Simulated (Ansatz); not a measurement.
# MgAu: how the settings move a single-point run

Aim: see which settings change the result for MgAu, by how much, and at what cost.

Computed with Ansatz 0.2.0 (reference: DFT, PBEsol, PAW with Ansatz's default frozen-core files, fully relativistic files with spin-orbit coupling; levels and slopes on a fine mesh, unless a step's input says otherwise).

## 1. The starting structure

Symmetry: Pm-3m, No. 221, cubic system. The conventional cell has a = 3.257 Å, b = 3.257 Å, c = 3.257 Å, α = 90.00°, β = 90.00°, γ = 90.00°. Mg (site symmetry m-3m) has 8 Au at 2.82 Å as nearest neighbours. Au (site symmetry m-3m) is surrounded by 8 Mg at 2.82 Å.

Structure file:

```
CELL_PARAMETERS angstrom
3.25738 0.00000 0.00000
0.00000 3.25738 0.00000
0.00000 0.00000 3.25738
ATOMIC_POSITIONS crystal
Mg 0.50000 0.50000 0.50000
Au 0.00000 0.00000 0.00000
```

## 2. Baseline

input.yaml reads:

```yaml
crystal:
  lattice:
    - [3.25737980955, 0.0, 0.0]
    - [0.0, 3.25737980955, 0.0]
    - [0.0, 0.0, 3.25737980955]
  atoms:
    - { symbol: Mg, position: [0.5, 0.5, 0.5] }
    - { symbol: Au, position: [0.0, 0.0, 0.0] }
kpoints:
  mp_grid: { grid: [10, 10, 10] }
scf:
  occupations: { method: fermi_dirac, width: 0.1 }
hamiltonian:
  xc: pbesol
  pseudopotentials: { kind: paw_fr }
magnetization:
  noncollinear: true
  spin_orbit: true
output:
  forces: true
  stress: true
  eigenvalues: true
  eigenstates:
    nscf_kmesh: { grid: [14, 14, 14] }
    de_dk: true
    e_range: [-14, 14]
checkpoint:
  write: ck
  write_wavefunctions: false
```

The run is started by

```sh
> ansatz run input.yaml --threads 1 --pin off --max-ram 3072MiB --backend cpu --events-out ev --progress --plain --runs-dir out
```

## 3. Changing settings: occupations.method gaussian, occupations.width 0.005, dispersion d4

input.yaml, as its differences from that of step 2:

```diff
@@ -11,3 +11,3 @@
 scf:
-  occupations: { method: fermi_dirac, width: 0.1 }
+  occupations: { method: gaussian, width: 0.005 }
 hamiltonian:
@@ -15,2 +15,3 @@
   pseudopotentials: { kind: paw_fr }
+  dispersion: d4
 magnetization:
```

## 4. Variant: ecutrho_ratio 6

input.yaml, as its differences from that of step 2:

```diff
@@ -29 +29,3 @@
   write_wavefunctions: false
+basis:
+  ecutrho_ratio: 6
```

What does the calculation give? Wanted: for each run, ending; energy change; pressure; gap; force.

As calculated:

```csv
run,ending,energy change,pressure (GPa),gap (eV),force (eV/Å),cycles,time
reference,converged,0,-0.7,0.00,0.00,-,44 s
"1: occupations.method gaussian, occupations.width 0.005, dispersion d4",converged,-199.2 meV/atom (σ→0) (offset of the dispersion model),-2.5,0.00,0.00,9,44 s
2: ecutrho_ratio 6,converged,0.0 meV/atom,-0.7,0.00,0.00,10,44 s
```

Residual by cycle in the longest SCF loop of each run; runs are numbered as in the table. The quantity is the density residual dr2, in eV.

```csv
cycle,reference,run 1,run 2
1,13.7,13.7,13.7
2,4.03,0.251,4.03
3,0.0647,0.0795,0.0647
4,0.0301,0.0022,0.03
5,0.00188,2.7e-4,0.00187
6,6.2e-5,2.2e-5,6.1e-5
7,2.9e-6,7.6e-9,2.9e-6
8,6.5e-9,5.7e-10,6.4e-9
9,5.9e-10,4.9e-12,5.8e-10
10,2.0e-12,-,2.0e-12
```

«ecutrho_ratio 6» leaves the energy as it was. The pressure spans -2.5 to -0.7 GPa over the reference and the converged variants.
